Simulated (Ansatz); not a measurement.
# BGaH₆N₂S: small, medium and large basis sets

Aim: see how fast density functionals converge with the basis set for BGaH₆N₂S.

Computed with Ansatz 0.2.0, Gaussian basis. Level: one geometry, several basis sets.

Plan: PBE0-D4/def2-SVP; ωB97M-V/def2-SVP; PBE0-D4/def2-QZVPP; ωB97M-V/def2-QZVPP; the functionals' def2-TZVPP values are taken from earlier runs.

**1. The geometry**

The geometry comes from an earlier relaxation with PBE0-D4 in a triple-zeta def2 set; it is a stationary point, not always the lowest conformer.

SMILES `[NH2][GaH][B](N)S`, 11 atoms, charge 0, spin multiplicity 1.

Atoms are counted from 1 here; the program's logs count them from 0.

Bond lengths: N1–Ga2 1.822 Å, N1–H6 1.006 Å, N1–H7 1.006 Å, Ga2–B3 2.090 Å, Ga2–H8 1.576 Å, B3–N4 1.396 Å, B3–S5 1.822 Å, N4–H9 1.008 Å, N4–H10 1.005 Å, S5–H11 1.339 Å. Angles: Ga2–N1–H6 125.5°, Ga2–N1–H7 123.4°, H6–N1–H7 111.2°, N1–Ga2–B3 120.0°, N1–Ga2–H8 112.7°, B3–Ga2–H8 127.3°, Ga2–B3–N4 120.2°, Ga2–B3–S5 122.9°, N4–B3–S5 117.0°, B3–N4–H9 124.3°, B3–N4–H10 122.4°, H9–N4–H10 113.3°, B3–S5–H11 97.9°.

Coordinates:

```xyz
11
BGaH6N2S
N    -0.8706    2.1451   -0.3474
Ga    0.2967    0.8034   -0.7435
B     0.2298   -0.9896    0.3288
N     1.1273   -2.0177    0.0340
S    -0.9686   -1.2977    1.6663
H    -1.5761    2.1122    0.3688
H    -0.8834    3.0280   -0.8296
H     1.2773    1.1781   -1.9194
H     1.1497   -2.9057    0.5111
H     1.8220   -1.9361   -0.6874
H    -1.6040   -0.1201    1.6183
```

**2. PBE0-D4 in def2-SVP**

in.yaml

```yaml
crystal:
  periodic: [false, false, false]
  atoms:
    - {symbol: N, position_ang: [-0.870621, 2.145143, -0.347387]}
    - {symbol: Ga, position_ang: [0.296679, 0.803364, -0.743466]}
    - {symbol: B, position_ang: [0.229756, -0.989582, 0.328817]}
    - {symbol: N, position_ang: [1.127294, -2.017703, 0.034028]}
    - {symbol: S, position_ang: [-0.968649, -1.297669, 1.666267]}
    - {symbol: H, position_ang: [-1.576082, 2.112235, 0.368809]}
    - {symbol: H, position_ang: [-0.883387, 3.027996, -0.829618]}
    - {symbol: H, position_ang: [1.277318, 1.178088, -1.919421]}
    - {symbol: H, position_ang: [1.149724, -2.905716, 0.511071]}
    - {symbol: H, position_ang: [1.822011, -1.936065, -0.687433]}
    - {symbol: H, position_ang: [-1.604032, -0.120081, 1.618343]}
basis:
  gaussian: {orbitals: def2-SVP}
hamiltonian: {xc: pbe0, dispersion: d4}
output: {orbitals: {seedname: orbitals}}
```

The runs that follow: ωB97M-V in def2-SVP; PBE0-D4 in def2-QZVPP; ωB97M-V in def2-QZVPP.

Q: Predict the results of all the runs planned. Wanted: PBE0-D4: double and triple zeta above quadruple; ωB97M-V: double and triple zeta above quadruple.

As calculated:

| quantity | value |
| --- | --- |
| PBE0-D4: double and triple zeta above quadruple | 16.58, 1.75 eV |
| ωB97M-V: double and triple zeta above quadruple | 16.64, 1.69 eV |

For PBE0-D4 the step from double to triple zeta gains 14.83 eV and the next only 1.75 eV. Total energies overstate the basis error of differences, where much of it tends to cancel.
